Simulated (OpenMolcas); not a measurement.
# P⁴⁺: CASSCF and CASPT2 terms and fine-structure levels

Aim: the low terms and levels of P⁴⁺, with their order and spacing, then second-order correlation under several settings.

The numbers are computed with OpenMolcas 26.06 (state-averaged CASSCF and CASPT2, spin-orbit coupling by RASSI with atomic mean-field integrals), except any that are marked as measured or tabulated.

## 1. Starting point

| Item | Value |
| --- | --- |
| Species | P⁴⁺ (phosphorus, Z = 15, 11 electrons) |
| Basis | ANO-L-VTZP [5s4p2d1f], 34 functions |
| Scalar Hamiltonian | non-relativistic, point nucleus |
| Inactive shells | 1s 2s 2p |
| Active space | 1 electron in 4 orbitals (3s 3p) |
| Some configurations of this space | 3p, 3s |
| Orbitals | optimised for each spin and parity, averaged over the low roots |

The outer shells:

3p
```
3p [↑ ][  ][  ]
```

3s
```
3s [↑ ]
```

The work runs as a chain of OpenMolcas steps in one folder; each step below is one input file. Labels, J, g values, rates, χT and fits are worked out afterwards by a script from the matrices that RASSI stores.

## 2. One- and two-electron integrals

File a.inp:

```
&GATEWAY
Coord
1

P 0.0 0.0 0.0
Basis=ANO-L-VTZP
Group=XYZ
NoMove
AngMom=0.0 0.0 0.0
AMFI
&SEWARD
```

## 3. Reference wave functions, doublets of even parity, 1 root

File a.inp:

```
&RASSCF
FileOrb=start.orb
Symmetry=1
Spin=2
nActEl=1 0 0
Inactive=2 3
Ras2=1 3
CIRoot=1 1 1
SDav=1
CIMx=300
Iter=120 100
PrWF=0.3
OrbListing=Nothing
MaxOrb=0
Atom
>>> COPY $Project.JobIph JOB001
```

start.orb holds the contracted functions of the basis, ordered by shell, or the orbitals of the step before.

## 4. CASSCF: doublets of odd parity, 3 roots

File a.inp:

```
&RASSCF
FileOrb=start.orb
Symmetry=2
Spin=2
nActEl=1 0 0
Inactive=2 3
Ras2=1 3
CIRoot=3 3 1
SDav=3
CIMx=300
Iter=120 100
PrWF=0.3
OrbListing=Nothing
MaxOrb=0
Atom
>>> COPY $Project.JobIph JOB002
```

## 5. State interaction with spin-orbit coupling

File a.inp:

```
&RASSI
NrOfJobIphs=2 1 3
1
1 2 3
IphNames
JOB001
JOB002
EJob
SpinOrbit
DIPRint=1.0
SOCoupling=1000.0
Subsets=2
MEES
Property=10
'ANGMOM' 1 'ANGMOM' 2 'ANGMOM' 3 'MLTPL  1' 1 'MLTPL  1' 2 'MLTPL  1' 3
'AMFI' 1 'AMFI' 2 'AMFI' 3 'MLTPL  2' 6
SOProperty=3
'ANGMOM' 1 'ANGMOM' 2 'ANGMOM' 3
```

## 6. CASPT2: IPEA 0.25, imaginary shift 0.1 (closed shells correlated: 2s 2p)

File a.inp:

```
>>> COPY JOB001 $Project.JobIph
&CASPT2
Multistate=1 1
Frozen=1 0
IPEA=0.25
Imaginary=0.1
MaxIter=60
WThr=0.0 0.3 0.05
PrWF=0.5
NoMix
>>> COPY JOB002 $Project.JobIph
&CASPT2
Multistate=3 1 2 3
Frozen=1 0
IPEA=0.25
Imaginary=0.1
MaxIter=60
WThr=0.0 0.3 0.05
PrWF=0.5
NoMix
```

## 7. CASPT2: IPEA 0.5, imaginary shift 0.1 (closed shells correlated: 2s 2p)

a.inp: that of step 6 with these lines changed.

```diff
@@ -4,3 +4,3 @@
 Frozen=1 0
-IPEA=0.25
+IPEA=0.5
 Imaginary=0.1
@@ -14,3 +14,3 @@
 Frozen=1 0
-IPEA=0.25
+IPEA=0.5
 Imaginary=0.1
```

(Steps that only read results are left out.)

Before running it: what results should come out? Wanted: lowest level; first excited level; strongest of the lines computed, by gA, at SS-CASPT2 energies.

As calculated:

| quantity | value |
| --- | --- |
| method | SS-CASPT2, IPEA 0.25, imaginary shift 0.1 (closed shells correlated: 2s 2p) |
| lowest level | 3s 2S 1/2, 100 % of that term, g = 2.002 |
| ground level listed by NIST | 2S1/2 |
| first excited level | 3p 2P* 1/2 at 87630 cm-1 |
| strongest of the lines computed, by gA, at SS-CASPT2 energies | 3p 2P* 3/2 → 3s 2S 1/2, 113.3 nm, A = 1.30e+09 s⁻¹ |

What each method costs and misses:

```
                                              method  time of its own steps  time with the reference  mean absolute difference from the measured levels (cm-1)
                                           A. CASSCF                  6.9 s                    6.9 s                                                      1300
B. SS-CASPT2, IPEA 0.25, imaginary shift 0.1, +2s 2p                 0.83 s                    7.8 s                                                      1100
 C. SS-CASPT2, IPEA 0.5, imaginary shift 0.1, +2s 2p                 0.88 s                    7.8 s                                                      1100
```

Times are of one thread on a shared host.

**Reading.** Method B lies closest to the measured levels (1100 cm⁻¹ on average, level with C) and A farthest (1300). Only the configurations of the active space and the roots asked for are present. Levels of other configurations are missing from the list.
